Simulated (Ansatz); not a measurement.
The same path of a periodic cell of 19 atoms, La8CS8O2 (surface LaS(111), adsorbate CO2) was run twice with different band settings. Lost on the way: C17–O18. Made: S10–O18, La15–O18.

The calculation used DFT PBE-D3(BJ), scalar-relativistic, plane waves, PAW in Ansatz. Settings: cutoff 420 eV, k mesh 2x2x1, gaussian smearing 0.05 eV, no spin polarisation.

Relaxed end points:

```xyz
19
Lattice="8.1855 0.0000 0.0000 4.0927 7.0888 0.0000 0.0000 0.0000 18.0126" Properties=species:S:1:pos:R:3
La 0.000 0.000 1.000
S 6.139 5.908 2.709
La 2.046 3.544 1.000
S 4.095 2.362 2.710
La 4.093 0.000 1.000
S 10.231 5.908 2.710
La 6.139 3.544 1.000
S 8.185 2.364 2.709
La 8.182 4.728 4.614
S 2.041 3.548 5.971
La 6.143 1.180 4.614
S 12.282 7.087 5.973
La 4.093 4.725 4.619
S 6.140 3.543 5.983
La 2.047 1.183 4.620
S 4.095 0.001 5.982
C 5.027 1.823 8.823
O 4.014 2.408 8.872
O 6.040 1.236 8.798
```

```xyz
19
Lattice="8.1855 0.0000 0.0000 4.0927 7.0888 0.0000 0.0000 0.0000 18.0126" Properties=species:S:1:pos:R:3
La 0.000 0.000 1.000
S 6.136 5.976 2.676
La 2.046 3.544 1.000
S 4.053 2.357 2.723
La 4.093 0.000 1.000
S 10.236 5.909 2.687
La 6.139 3.544 1.000
S 8.227 2.346 2.718
La 8.128 4.753 4.466
S 2.017 3.927 6.218
La 6.142 1.166 4.560
S 12.200 7.028 5.967
La 4.144 4.762 4.498
S 6.143 3.542 5.908
La 2.052 1.335 4.989
S 4.182 -0.082 5.953
C 4.372 2.976 8.845
O 2.131 2.438 6.902
O 4.666 1.921 9.152
```

Common settings: climbing image yes; spring 5.0 eV/Å²; force threshold 0.05 eV/Å; end points relaxed; atoms held 1, 3, 5, 7.

| run | movable images | optimiser | start path | iteration limit |
| --- | --- | --- | --- | --- |
| 1 | 7 | fire | IDPP | 15 |
| 2 | 2 | quadratic models (default) | default | 50 |

Task: What does each run give, and how far can it be trusted?

Result: Run 1: not converged after 15 iterations, highest image 6.097 eV above the first end. The band didn't meet its force threshold, so its energies are provisional: the largest band force was still 3.39 eV/Å, and over the last iterations the top moved between 6.10 and 6.17 eV.
Run 2: converged after 27 iterations, highest image 2.736 eV above the first end. The highest image is an end point: on this band no image between the ends rises above it. So few images can step over the top or miss a turn of the path.
Limits of this set-up: coarse k mesh, thin slab, slab without dipole correction.
